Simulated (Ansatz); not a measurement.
# C2H7ClO2Si: the cost of one run

Program: Ansatz 0.2.0. Level of theory: RKS PBE-D4/def2-SVP. These are calculated values, not measurements.

**1. The starting structure**

Bond lengths: C1–C2 1.535 Å, C2–O3 1.396 Å, C2–O4 1.385 Å, O4–Si5 1.629 Å, Si5–Cl6 2.050 Å, C1–H7 1.049 Å, C1–H8 1.087 Å, C1–H9 1.159 Å, C2–H10 1.122 Å, O3–H11 0.945 Å, Si5–H12 1.523 Å, Si5–H13 1.448 Å. Angles (14 of 20 angles, heavy atoms first): C1–C2–O3 107.4°, C1–C2–O4 113.3°, O3–C2–O4 106.9°, C2–O4–Si5 122.4°, O4–Si5–Cl6 108.7°, C1–C2–H10 107.9°, O3–C2–H10 109.2°, O4–C2–H10 112.0°, C2–C1–H7 112.4°, C2–C1–H8 107.9°, C2–C1–H9 106.1°, C2–O3–H11 108.2°, O4–Si5–H12 110.1°, O4–Si5–H13 111.4°.

As a file:

```xyz
13

C    -0.4442   -1.7654    0.5563
C     0.2791   -0.4266    0.3514
O     1.5270   -0.7079   -0.2081
O    -0.3740    0.4206   -0.5278
Si   -0.1121    2.0282   -0.5486
Cl   -1.7398    2.9491   -1.3894
H     0.0869   -2.4135    1.1880
H    -0.6225   -2.2026   -0.4233
H    -1.4711   -1.5078    1.0278
H     0.4251    0.0439    1.3599
H     1.4106   -1.3725   -0.8699
H     0.0275    2.5534    0.8741
H     1.0279    2.3663   -1.3755
```

**2. Relaxing end A**

Input file input.yaml:

```yaml
crystal:
  periodic: [false, false, false]
  atoms:
    - { symbol: C, position_ang: [-0.4442, -1.7654, 0.5563] }
    - { symbol: C, position_ang: [0.2791, -0.4266, 0.3514] }
    - { symbol: O, position_ang: [1.527, -0.7079, -0.2081] }
    - { symbol: O, position_ang: [-0.374, 0.4206, -0.5278] }
    - { symbol: Si, position_ang: [-0.1121, 2.0282, -0.5486] }
    - { symbol: Cl, position_ang: [-1.7398, 2.9491, -1.3894] }
    - { symbol: H, position_ang: [0.0869, -2.4135, 1.188] }
    - { symbol: H, position_ang: [-0.6225, -2.2026, -0.4233] }
    - { symbol: H, position_ang: [-1.4711, -1.5078, 1.0278] }
    - { symbol: H, position_ang: [0.4251, 0.0439, 1.3599] }
    - { symbol: H, position_ang: [1.4106, -1.3725, -0.8699] }
    - { symbol: H, position_ang: [0.0275, 2.5534, 0.8741] }
    - { symbol: H, position_ang: [1.0279, 2.3663, -1.3755] }
basis:
  gaussian: { orbitals: def2-SVP }
hamiltonian:
  xc: pbe
  dispersion: d4
relax:
  f_tol: 0.02
  max_steps: 50
```

Started as:

```console
$ ansatz run input.yaml --threads 2 --pin off --max-ram 3072MiB --backend cpu --events-out ev --progress --plain --runs-dir out
```

What time and memory should one allow on 2 threads of AMD EPYC 9R45 (Zen 5), shared host?

About 16 s, with a peak of 0.21 GiB.
